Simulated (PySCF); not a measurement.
# CH₉GeNSi: core binding energies at several levels of theory, part 2 of 2

PySCF 2.14.0. Atoms count from 0. The steps go on from the part before.

## 6. Core-electron binding energies: HF, X2C

Job settings and geometry (Å):

```
{"job": {"kind": "xps", "xc": "HF"}, "charge": 0, "multiplicity": 1}
N     -1.229987     0.750712     0.937190
C     -1.427399     0.000659    -0.290107
Ge     0.195967    -1.073803    -0.609737
Si     1.969273     0.398619    -0.011553
H     -1.209794     0.133514     1.746344
H     -1.986081     1.413802     1.096465
H     -1.491665     0.707224    -1.133831
H     -2.338384    -0.630048    -0.333029
H      0.259188    -1.573334    -2.067803
H      0.185615    -2.312799     0.316136
H      3.285927    -0.096305    -0.526368
H      2.076572     0.518226     1.473284
H      1.715980     1.745467    -0.608067
```

Level: delta-SCF UKS HF, pcX-2 on the ionised atom, pcseg-1 elsewhere, spin-free X2C.

Output:

```text
ground state, core basis on atom 0 (N), 149 functions
  cycle   1  E = -2479.31804125  |g| = 3.47e-01
  cycle   2  E = -2479.36367648  |g| = 1.07e-01
  cycle   3  E = -2479.36759849  |g| = 4.11e-02
  cycle   4  E = -2479.36822030  |g| = 8.24e-03
  cycle   5  E = -2479.36825138  |g| = 1.88e-03
  cycle   6  E = -2479.36825438  |g| = 6.34e-04
  cycle   7  E = -2479.36825466  |g| = 2.80e-04
  E(ground) = -2479.36825466 Eh
hole in N 1s of atom 0
  cycle   1  E = -2463.80746632  |g| = 1.84e+00
  cycle   2  E = -2464.22537441  |g| = 9.97e-01
  cycle   3  E = -2464.48857705  |g| = 1.11e-01
  cycle   4  E = -2464.49294535  |g| = 2.19e-02
  cycle   5  E = -2464.49349712  |g| = 1.25e-02
  cycle   6  E = -2464.49374957  |g| = 5.64e-03
  cycle   7  E = -2464.49380392  |g| = 1.88e-03
  cycle   8  E = -2464.49381022  |g| = 5.05e-04
  cycle   9  E = -2464.49381060  |g| = 1.64e-04
  E(ion) = -2464.49381060 Eh   <S^2> = 0.7782   hole on atom = 1.000   binding energy = 404.754 eV
ground state, core basis on atom 1 (C), 149 functions
  cycle   1  E = -2479.35996328  |g| = 2.94e-02
  cycle   2  E = -2479.36008142  |g| = 6.47e-03
  cycle   3  E = -2479.36009092  |g| = 2.96e-03
  cycle   4  E = -2479.36009308  |g| = 4.27e-04
  E(ground) = -2479.36009308 Eh
hole in C 1s of atom 1
  cycle   1  E = -2468.10286782  |g| = 1.50e+00
  cycle   2  E = -2468.42877431  |g| = 8.51e-01
  cycle   3  E = -2468.67019261  |g| = 1.15e-01
  cycle   4  E = -2468.67617481  |g| = 2.55e-02
  cycle   5  E = -2468.67684697  |g| = 1.63e-02
  cycle   6  E = -2468.67730060  |g| = 9.46e-03
  cycle   7  E = -2468.67754832  |g| = 3.17e-03
  cycle   8  E = -2468.67757458  |g| = 8.33e-04
  cycle   9  E = -2468.67757594  |g| = 3.01e-04
  E(ion) = -2468.67757594 Eh   <S^2> = 0.7939   hole on atom = 1.000   binding energy = 290.686 eV
ground state, core basis on atom 3 (Si), 160 functions
  cycle   1  E = -2479.42099786  |g| = 7.31e-02
  cycle   2  E = -2479.42120308  |g| = 9.05e-03
  cycle   3  E = -2479.42121963  |g| = 3.89e-03
  cycle   4  E = -2479.42122385  |g| = 7.60e-04
  cycle   5  E = -2479.42122419  |g| = 1.92e-04
  E(ground) = -2479.42122419 Eh
hole in Si 1s of atom 3
  cycle   1  E = -2410.48980514  |g| = 4.32e+00
  cycle   2  E = -2411.44785216  |g| = 1.02e+00
  cycle   3  E = -2411.55154870  |g| = 8.05e-02
  cycle   4  E = -2411.55333627  |g| = 1.43e-02
  cycle   5  E = -2411.55346446  |g| = 5.02e-03
  cycle   6  E = -2411.55349929  |g| = 2.73e-03
  cycle   7  E = -2411.55351365  |g| = 1.56e-03
  cycle   8  E = -2411.55352184  |g| = 6.50e-04
  cycle   9  E = -2411.55352325  |g| = 2.45e-04
  E(ion) = -2411.55352325 Eh   <S^2> = 0.7554   hole on atom = 1.000   binding energy = 1846.774 eV
hole in Si 2p of atom 3
  cycle   1  E = -2475.20119176  |g| = 1.20e+00
  cycle   2  E = -2475.50021557  |g| = 4.03e-01
  cycle   3  E = -2475.53081923  |g| = 2.72e-02
  cycle   4  E = -2475.53139649  |g| = 1.09e-02
  cycle   5  E = -2475.53153925  |g| = 5.75e-03
  cycle   6  E = -2475.53160898  |g| = 3.06e-03
  cycle   7  E = -2475.53163348  |g| = 1.40e-03
  cycle   8  E = -2475.53163992  |g| = 5.25e-04
  cycle   9  E = -2475.53164062  |g| = 2.25e-04
  E(ion) = -2475.53164062 Eh   <S^2> = 0.7638   hole on atom = 1.002   binding energy = 105.841 eV
  2p3/2 = 105.637 eV   2p1/2 = 106.231 eV
```

It took 19 s on 1 thread of Arm Neoverse V1, shared host; peak memory 0.65 GiB.

The holes in one table. −ε is the ground-state orbital energy:

```tsv
hole	stands for	environment	ΔSCF (eV; 2p as the shell's mean)	−ε (eV)	⟨S²⟩
N1s on N0	N0	amine nitrogen	404.75	423.4	0.778
C1s on C1	C1	sp3 CH2 bonded to Ge and N	290.69	306.3	0.794
Si1s on Si3	Si3	silicon bonded to Ge, 3 H	1846.77	1875.7	0.755
Si2p on Si3	Si3	silicon bonded to Ge, 3 H	105.84	114.8	0.764
```

With the spin-orbit splitting: Si3 2p3/2 105.64, 2p1/2 106.23 eV. The table gives each 2p level as the mean over the whole 2p shell (two parts 2p3/2, one part 2p1/2), which differs a little from the single hole in the log.

## 7. Core holes by ΔSCF: SCAN, X2C

Same as in step 6 but for these lines:

```diff
@@ -1,2 +1,2 @@
-{"job": {"kind": "xps", "xc": "HF"}, "charge": 0, "multiplicity": 1}
+{"job": {"kind": "xps", "basis": "pcX-1"}, "charge": 0, "multiplicity": 1}
 N     -1.229987     0.750712     0.937190
```

With the program's defaults for keys left out, this is: delta-SCF UKS SCAN, pcX-1 on the ionised atom, pcseg-1 elsewhere, spin-free X2C.

Output:

```text
ground state, core basis on atom 0 (N), 128 functions
  cycle   1  E = -2482.17510498  |g| = 4.12e-01
  cycle   2  E = -2482.12154722  |g| = 6.26e-01
  cycle   3  E = -2482.21553345  |g| = 5.74e-02
  cycle   4  E = -2482.21638569  |g| = 1.34e-02
  cycle   5  E = -2482.21642809  |g| = 6.96e-03
  cycle   6  E = -2482.21643319  |g| = 1.54e-03
  cycle   7  E = -2482.21643759  |g| = 6.73e-04
  cycle   8  E = -2482.21643737  |g| = 8.50e-05
  E(ground) = -2482.38277552 Eh
hole in N 1s of atom 0
  cycle   1  E = -2466.64483901  |g| = 1.85e+00
  cycle   2  E = -2466.01266123  |g| = 2.02e+00
  cycle   3  E = -2467.27390022  |g| = 3.92e-01
  cycle   4  E = -2467.32320769  |g| = 1.11e-01
  cycle   5  E = -2467.32927497  |g| = 5.19e-02
  cycle   6  E = -2467.33072898  |g| = 9.31e-03
  cycle   7  E = -2467.33078226  |g| = 2.81e-03
  cycle   8  E = -2467.33078878  |g| = 9.73e-04
  cycle   9  E = -2467.33078895  |g| = 3.17e-04
  E(ion) = -2467.49664696 Eh   <S^2> = 0.7646   hole on atom = 1.000   binding energy = 405.072 eV
ground state, core basis on atom 1 (C), 128 functions
  cycle   1  E = -2482.21588444  |g| = 4.23e-02
  cycle   2  E = -2482.21535942  |g| = 6.24e-02
  cycle   3  E = -2482.21624090  |g| = 2.96e-03
  cycle   4  E = -2482.21624384  |g| = 1.33e-03
  cycle   5  E = -2482.21624438  |g| = 4.12e-04
  E(ground) = -2482.38363562 Eh
hole in C 1s of atom 1
  cycle   1  E = -2470.94689113  |g| = 1.51e+00
  cycle   2  E = -2470.05349854  |g| = 1.94e+00
  cycle   3  E = -2471.46875395  |g| = 3.59e-01
  cycle   4  E = -2471.51873832  |g| = 1.09e-01
  cycle   5  E = -2471.52338246  |g| = 5.06e-02
  cycle   6  E = -2471.52450788  |g| = 9.55e-03
  cycle   7  E = -2471.52456707  |g| = 3.56e-03
  cycle   8  E = -2471.52457780  |g| = 1.58e-03
  cycle   9  E = -2471.52458487  |g| = 7.01e-04
  cycle  10  E = -2471.52458271  |g| = 2.10e-04
  E(ion) = -2471.69145015 Eh   <S^2> = 0.7719   hole on atom = 1.000   binding energy = 290.949 eV
ground state, core basis on atom 3 (Si), 140 functions
  cycle   1  E = -2482.31265309  |g| = 1.84e-01
  cycle   2  E = -2482.31225867  |g| = 6.00e-02
  cycle   3  E = -2482.31193726  |g| = 6.45e-02
  cycle   4  E = -2482.31309607  |g| = 6.86e-03
  cycle   5  E = -2482.31310325  |g| = 1.12e-03
  cycle   6  E = -2482.31310090  |g| = 2.09e-04
  E(ground) = -2482.43876776 Eh
hole in Si 1s of atom 3
  cycle   1  E = -2413.39958627  |g| = 4.35e+00
  cycle   2  E = -2413.38903918  |g| = 2.13e+00
  cycle   3  E = -2414.02758097  |g| = 7.91e-01
  cycle   4  E = -2414.41281493  |g| = 3.00e-01
  cycle   5  E = -2414.45890217  |g| = 1.18e-01
  cycle   6  E = -2414.46589450  |g| = 3.05e-02
  cycle   7  E = -2414.46645966  |g| = 6.23e-03
  cycle   8  E = -2414.46647951  |g| = 3.20e-03
  cycle   9  E = -2414.46648478  |g| = 1.06e-03
  cycle  10  E = -2414.46648657  |g| = 1.84e-04
  E(ion) = -2414.60078015 Eh   <S^2> = 0.7524   hole on atom = 1.000   binding energy = 1845.966 eV
hole in Si 2p of atom 3
  cycle   1  E = -2478.05487176  |g| = 1.23e+00
  cycle   2  E = -2477.88929468  |g| = 1.09e+00
  cycle   3  E = -2478.33897405  |g| = 2.54e-01
  cycle   4  E = -2478.37920806  |g| = 1.13e-01
  cycle   5  E = -2478.38489432  |g| = 4.44e-02
  cycle   6  E = -2478.38611756  |g| = 5.79e-03
  cycle   7  E = -2478.38613285  |g| = 2.84e-03
  cycle   8  E = -2478.38613944  |g| = 8.93e-04
  cycle   9  E = -2478.38613979  |g| = 1.89e-04
  E(ion) = -2478.52354219 Eh   <S^2> = 0.7525   hole on atom = 1.002   binding energy = 106.539 eV
  2p3/2 = 106.328 eV   2p1/2 = 106.948 eV
```

Run time: 20 s. Hardware: 1 thread of Arm Neoverse V1, shared host; peak memory 0.47 GiB.

Binding energies by hole, beside the orbital energy of the ground state; the difference holds orbital relaxation and, for a density functional, its self-interaction error:

```tsv
hole	stands for	environment	ΔSCF (eV; 2p as the shell's mean)	−ε (eV)	⟨S²⟩
N1s on N0	N0	amine nitrogen	405.07	385.6	0.765
C1s on C1	C1	sp3 CH2 bonded to Ge and N	290.95	274.3	0.772
Si1s on Si3	Si3	silicon bonded to Ge, 3 H	1845.97	1793.0	0.752
Si2p on Si3	Si3	silicon bonded to Ge, 3 H	106.53	95.9	0.753
```

With the spin-orbit splitting: Si3 2p3/2 106.33, 2p1/2 106.95 eV. The table gives each 2p level as the mean over the whole 2p shell (two parts 2p3/2, one part 2p1/2), which differs a little from the single hole in the log.

## 8. Core-electron binding energies: SCAN, X2C

Same as in step 7 but for these lines:

```diff
@@ -1,2 +1,2 @@
-{"job": {"kind": "xps", "basis": "pcX-1"}, "charge": 0, "multiplicity": 1}
+{"job": {"kind": "xps", "basis": "def2-TZVP"}, "charge": 0, "multiplicity": 1}
 N     -1.229987     0.750712     0.937190
```

Level: delta-SCF UKS SCAN, def2-TZVP on the ionised atom, pcseg-1 elsewhere, spin-free X2C.

Output:

```text
ground state, core basis on atom 0 (N), 135 functions
  cycle   1  E = -2482.20147661  |g| = 4.26e-01
  cycle   2  E = -2482.13424632  |g| = 6.78e-01
  cycle   3  E = -2482.24545040  |g| = 5.79e-02
  cycle   4  E = -2482.24633920  |g| = 1.48e-02
  cycle   5  E = -2482.24638613  |g| = 7.13e-03
  cycle   6  E = -2482.24639892  |g| = 1.46e-03
  cycle   7  E = -2482.24640151  |g| = 6.78e-04
  cycle   8  E = -2482.24640261  |g| = 8.83e-05
  E(ground) = -2482.41349533 Eh
hole in N 1s of atom 0
  cycle   1  E = -2466.66858239  |g| = 1.80e+00
  cycle   2  E = -2466.05674310  |g| = 1.86e+00
  cycle   3  E = -2467.26271415  |g| = 4.43e-01
  cycle   4  E = -2467.33399876  |g| = 1.12e-01
  cycle   5  E = -2467.34035573  |g| = 5.04e-02
  cycle   6  E = -2467.34170738  |g| = 8.46e-03
  cycle   7  E = -2467.34175672  |g| = 2.71e-03
  cycle   8  E = -2467.34176201  |g| = 1.02e-03
  cycle   9  E = -2467.34176393  |g| = 2.75e-04
  E(ion) = -2467.50769478 Eh   <S^2> = 0.7639   hole on atom = 1.000   binding energy = 405.607 eV
ground state, core basis on atom 1 (C), 135 functions
  cycle   1  E = -2482.23759601  |g| = 2.16e-02
  cycle   2  E = -2482.23752258  |g| = 2.81e-02
  cycle   3  E = -2482.23769436  |g| = 3.84e-03
  cycle   4  E = -2482.23769644  |g| = 1.05e-03
  cycle   5  E = -2482.23769478  |g| = 3.47e-04
  E(ground) = -2482.40549244 Eh
hole in C 1s of atom 1
  cycle   1  E = -2470.96721632  |g| = 1.47e+00
  cycle   2  E = -2470.11063659  |g| = 1.80e+00
  cycle   3  E = -2471.45324369  |g| = 4.07e-01
  cycle   4  E = -2471.52506417  |g| = 1.07e-01
  cycle   5  E = -2471.52963831  |g| = 4.99e-02
  cycle   6  E = -2471.53075603  |g| = 1.05e-02
  cycle   7  E = -2471.53082570  |g| = 3.65e-03
  cycle   8  E = -2471.53083864  |g| = 1.81e-03
  cycle   9  E = -2471.53084195  |g| = 6.92e-04
  cycle  10  E = -2471.53084050  |g| = 2.58e-04
  E(ion) = -2471.69777685 Eh   <S^2> = 0.7707   hole on atom = 1.000   binding energy = 291.372 eV
ground state, core basis on atom 3 (Si), 137 functions
  cycle   1  E = -2482.25832391  |g| = 4.32e-02
  cycle   2  E = -2482.25836714  |g| = 2.61e-02
  cycle   3  E = -2482.25843071  |g| = 8.03e-03
  cycle   4  E = -2482.25844683  |g| = 9.99e-04
  cycle   5  E = -2482.25844498  |g| = 4.63e-04
  E(ground) = -2482.38492601 Eh
hole in Si 1s of atom 3
  cycle   1  E = -2413.32450978  |g| = 2.95e+00
  cycle   2  E = -2412.41780007  |g| = 2.02e+00
  cycle   3  E = -2413.44745592  |g| = 1.08e+00
  cycle   4  E = -2414.25151441  |g| = 1.95e-01
  cycle   5  E = -2414.25965626  |g| = 1.39e-01
  cycle   6  E = -2414.27093874  |g| = 2.47e-02
  cycle   7  E = -2414.27137602  |g| = 4.19e-03
  cycle   8  E = -2414.27138897  |g| = 1.45e-03
  cycle   9  E = -2414.27139008  |g| = 7.35e-04
  cycle  10  E = -2414.27139064  |g| = 3.09e-04
  E(ion) = -2414.40613271 Eh   <S^2> = 0.7523   hole on atom = 1.000   binding energy = 1849.797 eV
hole in Si 2p of atom 3
  cycle   1  E = -2477.99776792  |g| = 1.18e+00
  cycle   2  E = -2477.59862974  |g| = 1.17e+00
  cycle   3  E = -2478.21574576  |g| = 4.08e-01
  cycle   4  E = -2478.31538528  |g| = 1.34e-01
  cycle   5  E = -2478.32183723  |g| = 5.74e-02
  cycle   6  E = -2478.32399548  |g| = 9.04e-03
  cycle   7  E = -2478.32405302  |g| = 2.72e-03
  cycle   8  E = -2478.32405659  |g| = 1.24e-03
  cycle   9  E = -2478.32405814  |g| = 3.68e-04
  E(ion) = -2478.46295780 Eh   <S^2> = 0.7521   hole on atom = 1.003   binding energy = 106.722 eV
  2p3/2 = 106.516 eV   2p1/2 = 107.127 eV
```

Wall time 22 s (1 thread of Arm Neoverse V1, shared host); peak memory 0.47 GiB.

The holes in one table. −ε is the ground-state orbital energy:

```tsv
hole	stands for	environment	ΔSCF (eV; 2p as the shell's mean)	−ε (eV)	⟨S²⟩
N1s on N0	N0	amine nitrogen	405.61	385.7	0.764
C1s on C1	C1	sp3 CH2 bonded to Ge and N	291.37	274.3	0.771
Si1s on Si3	Si3	silicon bonded to Ge, 3 H	1849.80	1794.0	0.752
Si2p on Si3	Si3	silicon bonded to Ge, 3 H	106.72	96.0	0.752
```

With the spin-orbit splitting: Si3 2p3/2 106.52, 2p1/2 107.13 eV. The table gives each 2p level as the mean over the whole 2p shell (two parts 2p3/2, one part 2p1/2), which differs a little from the single hole in the log.

## 9. Core holes by ΔSCF: SCAN, non-relativistic

Same as in step 8 but for these lines:

```diff
@@ -1,2 +1,2 @@
-{"job": {"kind": "xps", "basis": "def2-TZVP"}, "charge": 0, "multiplicity": 1}
+{"job": {"kind": "xps", "x2c": false}, "charge": 0, "multiplicity": 1}
 N     -1.229987     0.750712     0.937190
```

Level: delta-SCF UKS SCAN, pcX-2 on the ionised atom, pcseg-1 elsewhere, non-relativistic.

Output:

```text
ground state, core basis on atom 0 (N), 149 functions
  cycle   1  E = -2464.37955568  |g| = 4.49e-01
  cycle   2  E = -2464.31137971  |g| = 6.92e-01
  cycle   3  E = -2464.42616482  |g| = 7.42e-02
  cycle   4  E = -2464.42743163  |g| = 2.07e-02
  cycle   5  E = -2464.42753293  |g| = 8.34e-03
  cycle   6  E = -2464.42755721  |g| = 2.17e-03
  cycle   7  E = -2464.42755484  |g| = 1.01e-03
  cycle   8  E = -2464.42755424  |g| = 9.54e-05
  E(ground) = -2464.59257992 Eh
hole in N 1s of atom 0
  cycle   1  E = -2448.85561904  |g| = 1.85e+00
  cycle   2  E = -2448.19752256  |g| = 2.06e+00
  cycle   3  E = -2449.49522076  |g| = 3.82e-01
  cycle   4  E = -2449.54127480  |g| = 1.14e-01
  cycle   5  E = -2449.54766745  |g| = 5.11e-02
  cycle   6  E = -2449.54905354  |g| = 9.68e-03
  cycle   7  E = -2449.54910961  |g| = 3.13e-03
  cycle   8  E = -2449.54911622  |g| = 1.09e-03
  cycle   9  E = -2449.54911958  |g| = 3.61e-04
  E(ion) = -2449.71329013 Eh   <S^2> = 0.7652   hole on atom = 1.000   binding energy = 404.886 eV
ground state, core basis on atom 1 (C), 149 functions
  cycle   1  E = -2464.41789830  |g| = 4.18e-02
  cycle   2  E = -2464.41783221  |g| = 2.62e-02
  cycle   3  E = -2464.41791035  |g| = 1.85e-02
  cycle   4  E = -2464.41798641  |g| = 1.42e-03
  cycle   5  E = -2464.41798286  |g| = 3.74e-04
  E(ground) = -2464.58373312 Eh
hole in C 1s of atom 1
  cycle   1  E = -2453.15079519  |g| = 1.51e+00
  cycle   2  E = -2452.24006114  |g| = 1.97e+00
  cycle   3  E = -2453.67840774  |g| = 3.47e-01
  cycle   4  E = -2453.72417325  |g| = 1.18e-01
  cycle   5  E = -2453.72946459  |g| = 5.03e-02
  cycle   6  E = -2453.73054258  |g| = 1.15e-02
  cycle   7  E = -2453.73061710  |g| = 4.66e-03
  cycle   8  E = -2453.73063027  |g| = 1.79e-03
  cycle   9  E = -2453.73063408  |g| = 9.34e-04
  cycle  10  E = -2453.73063582  |g| = 2.41e-04
  E(ion) = -2453.89583354 Eh   <S^2> = 0.7722   hole on atom = 1.000   binding energy = 290.833 eV
ground state, core basis on atom 3 (Si), 160 functions
  cycle   1  E = -2464.44998330  |g| = 2.21e-02
  cycle   2  E = -2464.44999487  |g| = 8.08e-03
  cycle   3  E = -2464.44999318  |g| = 7.76e-03
  cycle   4  E = -2464.45000852  |g| = 1.18e-03
  cycle   5  E = -2464.45000781  |g| = 2.00e-04
  E(ground) = -2464.57537924 Eh
hole in Si 1s of atom 3
  cycle   1  E = -2395.70465847  |g| = 4.32e+00
  cycle   2  E = -2395.00314228  |g| = 2.37e+00
  cycle   3  E = -2395.81889221  |g| = 1.17e+00
  cycle   4  E = -2396.72155747  |g| = 3.08e-01
  cycle   5  E = -2396.75110902  |g| = 1.63e-01
  cycle   6  E = -2396.76508778  |g| = 3.62e-02
  cycle   7  E = -2396.76593593  |g| = 7.84e-03
  cycle   8  E = -2396.76597618  |g| = 2.58e-03
  cycle   9  E = -2396.76597835  |g| = 1.24e-03
  cycle  10  E = -2396.76597995  |g| = 3.44e-04
  E(ion) = -2396.89850970 Eh   <S^2> = 0.7525   hole on atom = 1.000   binding energy = 1841.581 eV
hole in Si 2p of atom 3
  cycle   1  E = -2460.19440758  |g| = 1.22e+00
  cycle   2  E = -2459.89435768  |g| = 1.18e+00
  cycle   3  E = -2460.44937171  |g| = 3.40e-01
  cycle   4  E = -2460.51655302  |g| = 1.37e-01
  cycle   5  E = -2460.52371895  |g| = 5.45e-02
  cycle   6  E = -2460.52555947  |g| = 8.77e-03
  cycle   7  E = -2460.52560324  |g| = 3.66e-03
  cycle   8  E = -2460.52561020  |g| = 1.29e-03
  cycle   9  E = -2460.52561087  |g| = 3.43e-04
  E(ion) = -2460.66289468 Eh   <S^2> = 0.7526   hole on atom = 1.002   binding energy = 106.464 eV
  2p3/2 = 106.256 eV   2p1/2 = 106.871 eV
```

It took 23 s on 1 thread of Arm Neoverse V1, shared host; peak memory 0.61 GiB.

Binding energies by hole, beside the orbital energy of the ground state; the difference holds orbital relaxation and, for a density functional, its self-interaction error:

```tsv
hole	stands for	environment	ΔSCF (eV; 2p as the shell's mean)	−ε (eV)	⟨S²⟩
N1s on N0	N0	amine nitrogen	404.89	385.6	0.765
C1s on C1	C1	sp3 CH2 bonded to Ge and N	290.83	274.3	0.772
Si1s on Si3	Si3	silicon bonded to Ge, 3 H	1841.58	1788.8	0.753
Si2p on Si3	Si3	silicon bonded to Ge, 3 H	106.46	95.9	0.753
```

With the spin-orbit splitting: Si3 2p3/2 106.26, 2p1/2 106.87 eV. The table gives each 2p level as the mean over the whole 2p shell (two parts 2p3/2, one part 2p1/2), which differs a little from the single hole in the log.

## 10. Summary of results

What follows sums up all 2 parts.

| quantity | value |
| --- | --- |
| N1s binding energies, SCAN/pcX-2 | N0 405.09 eV |
| C1s binding energies, SCAN/pcX-2 | C1 290.94 eV |
| Si1s binding energies, SCAN/pcX-2 | Si3 1845.93 eV |
| Si2p binding energies, SCAN/pcX-2 | Si3 106.42 eV |
| N1s binding energies, B3LYP/pcX-2 | N0 405.07 eV |
| C1s binding energies, B3LYP/pcX-2 | C1 290.96 eV |
| Si1s binding energies, B3LYP/pcX-2 | Si3 1844.56 eV |
| Si2p binding energies, B3LYP/pcX-2 | Si3 106.36 eV |
| N1s binding energies, PBE0/pcX-2 | N0 404.58 eV |
| C1s binding energies, PBE0/pcX-2 | C1 290.44 eV |
| Si1s binding energies, PBE0/pcX-2 | Si3 1843.73 eV |
| Si2p binding energies, PBE0/pcX-2 | Si3 106.04 eV |
| N1s binding energies, PBE/pcX-2 | N0 404.25 eV |
| C1s binding energies, PBE/pcX-2 | C1 290.07 eV |
| Si1s binding energies, PBE/pcX-2 | Si3 1842.60 eV |
| Si2p binding energies, PBE/pcX-2 | Si3 105.72 eV |
| N1s binding energies, HF/pcX-2 | N0 404.75 eV |
| C1s binding energies, HF/pcX-2 | C1 290.69 eV |
| Si1s binding energies, HF/pcX-2 | Si3 1846.77 eV |
| Si2p binding energies, HF/pcX-2 | Si3 105.84 eV |
| N1s binding energies, SCAN/pcX-1 | N0 405.07 eV |
| C1s binding energies, SCAN/pcX-1 | C1 290.95 eV |
| Si1s binding energies, SCAN/pcX-1 | Si3 1845.97 eV |
| Si2p binding energies, SCAN/pcX-1 | Si3 106.53 eV |
| N1s binding energies, SCAN/def2-TZVP | N0 405.61 eV |
| C1s binding energies, SCAN/def2-TZVP | C1 291.37 eV |
| Si1s binding energies, SCAN/def2-TZVP | Si3 1849.80 eV |
| Si2p binding energies, SCAN/def2-TZVP | Si3 106.72 eV |
| N1s binding energies, SCAN/pcX-2, non-relativistic | N0 404.89 eV |
| C1s binding energies, SCAN/pcX-2, non-relativistic | C1 290.83 eV |
| Si1s binding energies, SCAN/pcX-2, non-relativistic | Si3 1841.58 eV |
| Si2p binding energies, SCAN/pcX-2, non-relativistic | Si3 106.46 eV |

Single values in the summary come from the first run of each kind that ended normally (SCAN/pcX-2), which need not be the best level.
